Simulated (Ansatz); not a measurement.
# AlCl2H3O: the cost of one run

All numbers below are computed with Ansatz 0.2.0 (RKS PBE-D4/def2-SVP).

## 1. The starting structure

Bond lengths: Al1–O2 2.130 Å, O2–H3 1.010 Å, Al1–Cl4 2.230 Å, Al1–Cl5 2.230 Å. Angles: Al1–O2–H3 109.5°, O2–Al1–Cl4 120.0°, O2–Al1–Cl5 120.0°, Cl4–Al1–Cl5 120.0°.

Coordinates:

```xyz
7

Al    0.0000    0.0000    0.0000
O     0.0000    0.0000    2.1300
H    -0.9095   -0.2814    2.4671
Cl    1.9312    0.0000   -1.1150
Cl   -1.9312    0.0000   -1.1150
H     0.3967    1.7200    0.5865
H     0.3072    1.3321    1.5323
```

## 2. Pulling towards end A

Springs on the bonds that form and break draw the guess towards this end; the thresholds are loose.

Input file input.yaml:

```yaml
crystal:
  periodic: [false, false, false]
  atoms:
    - { symbol: Al, position_ang: [0.0, 0.0, 0.0] }
    - { symbol: O, position_ang: [0.0, 0.0, 2.13] }
    - { symbol: H, position_ang: [-0.9095, -0.2814, 2.4671] }
    - { symbol: Cl, position_ang: [1.9312, 0.0, -1.115] }
    - { symbol: Cl, position_ang: [-1.9312, 0.0, -1.115] }
    - { symbol: H, position_ang: [0.3967, 1.72, 0.5865] }
    - { symbol: H, position_ang: [0.3072, 1.3321, 1.5323] }
basis:
  gaussian: { orbitals: def2-SVP }
hamiltonian:
  xc: pbe
  dispersion: d4
relax:
  f_tol: 0.15
  max_steps: 25
  restrain:
    - { distance: [0, 5], at: 2.76, k: 30.0 }
    - { distance: [6, 1], at: 2.21, k: 30.0 }
    - { distance: [0, 1], at: 1.78, k: 30.0 }
    - { distance: [6, 5], at: 0.66, k: 30.0 }
```

On the command line:

```sh
> ansatz run input.yaml --threads 2 --pin off --max-ram 3072MiB --backend cpu --events-out ev --progress --plain --runs-dir out
```

Q: Estimate wall time and peak memory on 2 threads of Arm Neoverse V1, shared host.

About 14 s, with a peak of 0.12 GiB.
